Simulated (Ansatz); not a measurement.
# C6H14AlCl: up Jacob's ladder to CCSD(T)

One table from this session's results is given with a row withheld; the runs are named, their logs left out.

Method: functionals in def2-TZVPP, the program's frozen cores in correlated methods; program: Ansatz 0.2.0, Gaussian basis.

Plan: LDA (SPW92), PBE-D4, revPBE-D4, BLYP-D4, r2SCAN-D4, B97M-V, PBE0-D4, B3LYP-D4, r2SCANh-D4, r2SCAN0-D4, HSE06-D4, BHLYP-D4, CAM-B3LYP-D4, LC-ωPBE, ωB97X-V, ωB97M-V, B2PLYP, PBE-QIDH; CCSD(T)/def2-SVP; CCSD(T)/def2-TZVPP; MP2/def2-QZVPP; extrapolation to the limit; RPA on PBE.

## The relaxed structure

An earlier PBE0-D4 in a triple-zeta def2 set relaxation fixed the geometry.

SMILES `C[CH](C)[Al]([Cl])[CH](C)C`, 22 atoms, charge 0, spin multiplicity 1.

Atoms are counted from 1 here; the program's logs count them from 0.

Bond lengths: C1–C2 1.526 Å, C1–H9 1.094 Å, C1–H10 1.092 Å, C1–H11 1.097 Å, C2–C3 1.532 Å, C2–Al4 1.965 Å, C2–H12 1.102 Å, C3–H13 1.096 Å, C3–H14 1.095 Å, C3–H15 1.094 Å, Al4–Cl5 2.117 Å, Al4–C6 1.965 Å, C6–C7 1.526 Å, C6–C8 1.532 Å, C6–H16 1.102 Å, C7–H17 1.094 Å, C7–H18 1.092 Å, C7–H19 1.097 Å and more. Angles: C2–C1–H9 111.4°, C2–C1–H10 112.3°, C2–C1–H11 111.2°, H9–C1–H10 106.9°, H9–C1–H11 107.1°, H10–C1–H11 107.7°, C1–C2–C3 111.4°, C1–C2–Al4 114.6°, C1–C2–H12 108.0°, C3–C2–Al4 110.6°, C3–C2–H12 107.2°, Al4–C2–H12 104.6°, C2–C3–H13 111.1°, C2–C3–H14 111.5°, C2–C3–H15 112.7°, H13–C3–H14 106.7°, H13–C3–H15 107.2°, H14–C3–H15 107.3° and more.

Geometry (Å):

| atom | x (Å) | y (Å) | z (Å) |
| --- | --- | --- | --- |
| C1 | -1.1995 | -2.5945 | 1.1347 |
| C2 | -1.0019 | -1.4009 | 0.2054 |
| C3 | -2.2737 | -0.5529 | 0.1075 |
| Al4 | 0.5492 | -0.2751 | 0.6385 |
| Cl5 | 1.8706 | -0.9271 | 2.1579 |
| C6 | 0.9361 | 1.4253 | -0.2670 |
| C7 | 2.2713 | 2.0578 | 0.1137 |
| C8 | 0.8042 | 1.2708 | -1.7851 |
| H9 | -1.4082 | -2.2730 | 2.1596 |
| H10 | -0.3165 | -3.2363 | 1.1776 |
| H11 | -2.0461 | -3.2121 | 0.8113 |
| H12 | -0.7904 | -1.7878 | -0.8040 |
| H13 | -3.1229 | -1.1525 | -0.2410 |
| H14 | -2.5581 | -0.1415 | 1.0818 |
| H15 | -2.1668 | 0.2894 | -0.5825 |
| H16 | 0.1330 | 2.1036 | 0.0620 |
| H17 | 3.1128 | 1.4249 | -0.1841 |
| H18 | 2.3612 | 2.2184 | 1.1905 |
| H19 | 2.4054 | 3.0272 | -0.3811 |
| H20 | 0.9105 | 2.2374 | -2.2917 |
| H21 | 1.5822 | 0.6157 | -2.1913 |
| H22 | -0.1617 | 0.8527 | -2.0840 |

The first run:

in.yaml reads:

```yaml
crystal:
  periodic: [false, false, false]
  atoms:
    - {symbol: C, position_ang: [-1.199519, -2.594534, 1.134739]}
    - {symbol: C, position_ang: [-1.001911, -1.400877, 0.205379]}
    - {symbol: C, position_ang: [-2.273716, -0.552900, 0.107528]}
    - {symbol: Al, position_ang: [0.549163, -0.275059, 0.638462]}
    - {symbol: Cl, position_ang: [1.870589, -0.927060, 2.157867]}
    - {symbol: C, position_ang: [0.936137, 1.425348, -0.266964]}
    - {symbol: C, position_ang: [2.271328, 2.057797, 0.113726]}
    - {symbol: C, position_ang: [0.804226, 1.270804, -1.785117]}
    - {symbol: H, position_ang: [-1.408236, -2.273033, 2.159621]}
    - {symbol: H, position_ang: [-0.316484, -3.236263, 1.177595]}
    - {symbol: H, position_ang: [-2.046121, -3.212053, 0.811259]}
    - {symbol: H, position_ang: [-0.790388, -1.787754, -0.804028]}
    - {symbol: H, position_ang: [-3.122901, -1.152489, -0.241018]}
    - {symbol: H, position_ang: [-2.558071, -0.141479, 1.081808]}
    - {symbol: H, position_ang: [-2.166793, 0.289420, -0.582530]}
    - {symbol: H, position_ang: [0.133010, 2.103646, 0.061995]}
    - {symbol: H, position_ang: [3.112766, 1.424869, -0.184065]}
    - {symbol: H, position_ang: [2.361194, 2.218363, 1.190544]}
    - {symbol: H, position_ang: [2.405437, 3.027231, -0.381143]}
    - {symbol: H, position_ang: [0.910456, 2.237368, -2.291655]}
    - {symbol: H, position_ang: [1.582213, 0.615745, -2.191293]}
    - {symbol: H, position_ang: [-0.161676, 0.852708, -2.084016]}
basis:
  gaussian: {orbitals: def2-TZVPP}
hamiltonian: {xc: lda}
output: {orbitals: {seedname: orbitals}}
```

On the command line:

```sh
> ansatz run in.yaml --threads 4 --pin off --events-out ev --progress --plain --max-ram 66560MiB --backend cuda --devices 0, --max-vram 37GiB
```

Steps of the session up to this table: LDA; PBE-D4 (GGA); revPBE-D4 (GGA); BLYP-D4 (GGA); r2SCAN-D4 (meta-GGA); B97M-V (meta-GGA); B3LYP-D4 (hybrid); r2SCANh-D4 (hybrid); r2SCAN0-D4 (hybrid); HSE06-D4 (hybrid); BHLYP-D4 (hybrid); CAM-B3LYP-D4 (range-separated); LC-ωPBE (range-separated); ωB97X-V (range-separated); ωB97M-V (range-separated); B2PLYP (double hybrid); PBE-QIDH (double hybrid).

One of the session's tables, all rows but one given; the rest of the session is left out.

It belongs to the step «Frontier levels by functional». 

| functional | HOMO (eV) | gap (eV) |
| --- | --- | --- |
| LDA (SPW92) | -5.82 | 3.98 |
| PBE-D4 | -5.72 | 4.16 |
| revPBE-D4 | -5.67 | 4.26 |
| BLYP-D4 | -5.62 | 4.18 |
| r2SCAN-D4 | -5.94 | 4.69 |
| B97M-V | -6.04 | 4.61 |
| PBE0-D4 | -6.92 | 6.14 |
| B3LYP-D4 | -6.74 | 5.74 |
| r2SCANh-D4 | -6.39 | 5.39 |
| r2SCAN0-D4 | -7.07 | 6.45 |
| HSE06-D4 | -6.52 | 5.37 |
| BHLYP-D4 | -8.06 | 8.06 |
| CAM-B3LYP-D4 | -8.26 | 8.40 |
| LC-ωPBE | -9.56 | 10.85 |
| ωB97X-V | -9.23 | 10.32 |
| ωB97M-V | ? | ? |

Q: Estimate the row for ωB97M-V from the others.

**Answer.** HOMO (eV): -9.08; gap (eV): 9.87. In the column «HOMO (eV)» it lies between ωB97X-V (-9.23) and CAM-B3LYP-D4 (-8.26).
